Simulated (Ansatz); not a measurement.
Predict the output of the script below (Ansatz 0.2.0 through its Python package).

Input file `cuh6nsi2.xyz`:
```text
10

Si   -0.25150    1.22120   -0.64860
N    -0.79580   -0.41050   -0.25730
Si    0.28670   -0.99930    1.00230
Cu   -0.59220   -1.58320   -1.91060
H    -1.18720    1.78740   -1.72300
H    -0.40250    2.13460    0.53280
H     1.11110    1.27530   -1.15470
H    -0.01070   -2.35980    1.37300
H     1.70680   -0.97340    0.55750
H     0.21850   -0.14340    2.23160
```

`energy_cuh6nsi2.py`
```python
"""Electronic structure of the CuH6NSi2 molecule."""

import ansatz as az
import numpy as np
import pandas as pd

config = {
    "basis_set": "STO-3G",
    "xc": "b3lyp",
}


def main() -> None:
    molecule = az.Crystal.molecule_from_extxyz("cuh6nsi2.xyz")

    calc = (
        molecule.calculation()
        .basis(gaussian=config["basis_set"])
        .functional(config["xc"])
        .forces()
    )
    out = calc.run(threads=1, backend="cpu")
    summary = out.report

    print(f"E = {summary['free_energy_ev']:.6f} eV = {summary['free_energy_ev'] / 27.211386246:.7f} Ha")
    print("converged:", summary["converged"], " doubts:", summary["published_state_doubts"] or "none")

    symbols = [site.symbol for site in molecule.cartesian_sites]
    forces = np.array(summary["forces_ev_ang"])
    print("largest force", round(float(np.linalg.norm(forces, axis=1).max()), 4), "eV/A, rms", round(float(np.sqrt((forces ** 2).mean())), 4))

    charges = summary["charge_distribution"]
    table = pd.DataFrame({"atom": symbols, "mulliken": charges["mulliken_charges_e"], "lowdin": charges["lowdin_charges_e"]})
    print(table.round(3).to_string())
    print("dipole (e A):", np.round(charges["dipole_moment_e_ang"], 4) + 0.0)


if __name__ == "__main__":
    main()
```

```console
$ python energy_cuh6nsi2.py
E = -61264.472885 eV = -2251.4278520 Ha
converged: True  doubts: none
largest force 4.506 eV/A, rms 1.4512
  atom  mulliken  lowdin
0   Si     0.643   0.586
1    N    -0.591  -0.420
2   Si     0.644   0.585
3   Cu     0.065  -0.010
4    H    -0.126  -0.123
5    H    -0.123  -0.121
6    H    -0.126  -0.122
7    H    -0.125  -0.118
8    H    -0.135  -0.133
9    H    -0.126  -0.123
dipole (e A): [0.1292 0.2486 0.3171]
```

What to keep in mind:
- These settings explore the input space; basis and method may be short of convergence.
- The geometry is a force-field or estimated start, not a minimum of this method, and the basis set is short of its limit.
- The Löwdin charges here are taken after orthogonalising the functions within each atom; they differ from plain Löwdin charges, and their signs can be unphysical.
- b3lyp holds the VWN-RPA fit, as in Gaussian; the form of ORCA and Turbomole is b3lyp5.
- Hardware and time: 21 s on 1 thread of Intel(R) Xeon(R) 6975P-C (Granite Rapids), with other jobs on the host, peak memory 0.24 GiB.

(Lines on the test bed's own set-up are left out of the output.)
